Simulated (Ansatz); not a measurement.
# Cu: the cost of one run

Program: Ansatz 0.2.0. Level of theory: DFT PBEsol, scalar-relativistic, plane waves, PAW. These are calculated values, not measurements.

7 further runs of the same task are left out: 4 that didn't finish, 3 set aside as unsound or not needed. Runs told in other sessions of the task aren't counted.

## (1) Starting point

It takes space group P6_3/mmc (No. 194, hexagonal). The conventional cell has a = 2.521 Å, b = 2.521 Å, c = 4.117 Å, α = 90.00°, β = 90.00°, γ = 120.00°. Around Cu (site symmetry -6m2) lie 12 Cu at 2.52 Å.

Structure file:

```cif
data_structure
_symmetry_space_group_name_H-M 'P6_3/mmc'
_symmetry_Int_Tables_number 194
_cell_length_a 2.5206
_cell_length_b 2.5206
_cell_length_c 4.1165
_cell_angle_alpha 90.000
_cell_angle_beta 90.000
_cell_angle_gamma 120.000
_cell_volume 22.65
loop_
_atom_site_label
_atom_site_type_symbol
_atom_site_symmetry_multiplicity
_atom_site_Wyckoff_symbol
_atom_site_fract_x
_atom_site_fract_y
_atom_site_fract_z
_atom_site_occupancy
Cu1 Cu 2 c 0.33333 0.66667 0.25000 1
```

It goes back to an entry of the Materials Project, which need not be the stable form.

This cell was relaxed beforehand with the same method: volume 11.32 Å³/atom, gap on the mesh none (metal).

## (2) The reference cell

The reference gives a free energy of -13177.5325 eV, pressure -0.03 GPa, largest force 0.000 eV/Å and gap on the mesh none (metal). It was computed beforehand with the settings of the runs below.

## (3) Setting up biaxial against axial strain

The cell is strained by p along both x and y and by q along z, with fractional coordinates fixed.

## (4) Point p = -0.050, q = -0.050

input.yaml reads:

```yaml
crystal:
  lattice:
    - [2.3945614746, 0.0, 0.0]
    - [-1.1972807373, 2.0737510679, 0.0]
    - [0.0, 0.0, 3.9106971063]
  atoms:
    - { symbol: Cu, position: [0.3333333333, 0.6666666667, 0.25] }
    - { symbol: Cu, position: [0.6666666667, 0.3333333333, 0.75] }
basis:
  ecutwfc: 420
kpoints:
  mp_grid: { grid: [30, 30, 14] }
hamiltonian:
  xc: pbesol
scf:
  occupations: { method: gaussian, width: 0.15 }
output:
  forces: true
  stress: true
  eigenvalues: true
```

Launch:

```bash
$ ansatz run input.yaml --threads 2 --pin off --max-ram 5120MiB --backend cpu --events-out ev --progress --plain --runs-dir out
```

Q: Estimate wall time and peak memory on 2 threads of Intel Xeon at 2.50GHz (Skylake/Cascade Lake), shared host.

About 17 s, with a peak of 0.55 GiB.
